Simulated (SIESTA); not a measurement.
The system is Si2Ni6B.

```
Ni Si B
1.0
     6.10500    0.00000    0.00000
    -3.05250    5.28709    0.00000
     0.00000    0.00000    2.89500
Ni Si B
6 2 1
Direct
  0.00000 0.24700 0.00000
  0.75300 0.75300 0.00000
  0.24700 0.00000 0.00000
  0.00000 0.60800 0.50000
  0.39200 0.39200 0.50000
  0.60800 0.00000 0.50000
  0.66667 0.33333 0.00000
  0.33333 0.66667 0.00000
  0.00000 0.00000 0.50000
```

| Item | Value |
| --- | --- |
| Program | SIESTA 5.4.2 |
| Task | single point |
| Functional | PBEsol |
| Potentials or basis | PseudoDojo 0.4 standard (PBEsol files) |
| Basis | DZP (energy shift 0.003 Ry; two zetas on semicore shells) |
| Grid cutoff | 800 Ry |
| Energy shift | 0.003 Ry |
| k mesh | 5 × 5 × 9 |
| Occupations | fermi-dirac, width 0.05 eV |
| Spin | collinear spin, ferromagnetic start |
| Starting moments | [1.0, 1.0, 1.0, 1.0, 1.0, 1.0, 0.0, 0.0, 0.0] μB |

On this cell: pressure -9.2 GPa; largest force 0.311 eV/Å; net moment 0.00 μB per cell; band gap on the k mesh none (metal or under the smearing width).

The same run follows on a disturbed copy (atoms moved at random, drawn with an rms of 0.05 Å):

```
CELL_PARAMETERS angstrom
6.10500 0.00000 0.00000
-3.05250 5.28709 0.00000
0.00000 0.00000 2.89500
ATOMIC_POSITIONS crystal
Ni 0.00452 0.24740 0.98849
Ni 0.74842 0.74363 0.99755
Ni 0.23965 0.00420 0.98863
Ni 0.99504 0.60696 0.50679
Ni 0.39737 0.39702 0.50453
Ni 0.61288 0.01103 0.49712
Si 0.66100 0.32769 0.97864
Si 0.33298 0.66726 0.98669
B 0.00460 0.00725 0.49422
```

**Question.** What does the disturbed cell give?

**Answer.** The energy (extrapolated to zero smearing) moves by +12.6 meV/atom; pressure -8.3 GPa; largest force 0.943 eV/Å; net moment 0.00 μB per cell; band gap on the k mesh none (metal or under the smearing width).

Forces in eV/Å, atoms in the order of the input:
```
Ni  -0.221 -0.100  0.238
Ni  -0.029  0.943  0.025
Ni   0.305 -0.375  0.252
Ni   0.185  0.148 -0.407
Ni  -0.376 -0.359 -0.463
Ni   0.335 -0.589 -0.277
Si   0.229  0.361  0.485
Si  -0.159  0.314  0.221
B   -0.274 -0.348 -0.076
```

Stress tensor (GPa, compression positive):
```
-7.32 -0.44  0.00
-0.44 -7.78  0.29
 0.00  0.29 -9.69
```

Caveats: short orbitals over semicore shells can move pressures by several GPa; the basis of atomic orbitals isn't converged, which shifts pressures, moduli and gaps.
